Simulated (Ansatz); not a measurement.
# InAs (zincblende type): the cost of one run

Method: DFT PBE, with the methods named in each step, in Ansatz 0.2.0.

### 1 The structure to begin with

The structure is cubic, space group F-43m (No. 216). Conventional cell: a = 6.187 Å, b = 6.187 Å, c = 6.187 Å, α = 90.00°, β = 90.00°, γ = 90.00°. In (site symmetry -43m) has 4 As at 2.68 Å as nearest neighbours. As (site symmetry -43m) is surrounded by 4 In at 2.68 Å.

Coordinates:

```cif
data_structure
_symmetry_space_group_name_H-M 'F-43m'
_symmetry_Int_Tables_number 216
_cell_length_a 6.1868
_cell_length_b 6.1868
_cell_length_c 6.1868
_cell_angle_alpha 90.000
_cell_angle_beta 90.000
_cell_angle_gamma 90.000
_cell_volume 236.81
loop_
_atom_site_label
_atom_site_type_symbol
_atom_site_symmetry_multiplicity
_atom_site_Wyckoff_symbol
_atom_site_fract_x
_atom_site_fract_y
_atom_site_fract_z
_atom_site_occupancy
In1 In 4 a 0.00000 0.00000 0.00000 1
As1 As 4 d 0.25000 0.25000 0.75000 1
```

The file gives the conventional cell by its symmetry; the runs use the cell typed in the input.

Whether this phase is the stable one at these pressures isn't tested.

Atoms are numbered in the order of the input: In1, As2.

### 2 The reference volume, LAPW

input.yaml reads:

```yaml
crystal:
  lattice:
    - [0.0, 3.0933989628, 3.0933989628]
    - [3.0933989628, 0.0, 3.0933989628]
    - [3.0933989628, 3.0933989628, 0.0]
  atoms:
    - { symbol: In, position: [0.0, 0.0, 0.0] }
    - { symbol: As, position: [0.25, 0.25, 0.25] }
kpoints:
  mp_grid: { grid: [11, 11, 11] }
  band_path:
    path:
      - [0.0, 0.0, 0.0]
      - [-0.5, -0.5, 0.0]
      - [-0.375, -0.375, 0.25]
      - [-0.375, 0.0, 0.375]
      - [0.0, 0.0, 0.0]
      - [0.0, 0.0, 0.5]
      - [-0.5, -0.25, 0.25]
      - [-0.5, -0.5, 0.0]
    npoints: 14
scf:
  occupations: { method: fermi_dirac, width: 0.08 }
hamiltonian:
  xc: pbe
  pseudopotentials: { kind: all_electron, lapw: { basis_error: 0.001 } }
output:
  forces: true
  stress: true
  eigenvalues: true
  populations: true
  dos: { projected: true, de: 0.2, e_range: [-14, 8] }
```

Started as:

```bash
> ansatz run input.yaml --threads 1 --pin off --max-ram 2048MiB --backend cpu --events-out ev --progress --plain --runs-dir out
```

**Question.** How long does this run take on 1 thread of Intel Xeon 6975P-C (Granite Rapids), shared host, and how much memory does it need?

About 19 s, with a peak of 0.4 GiB.
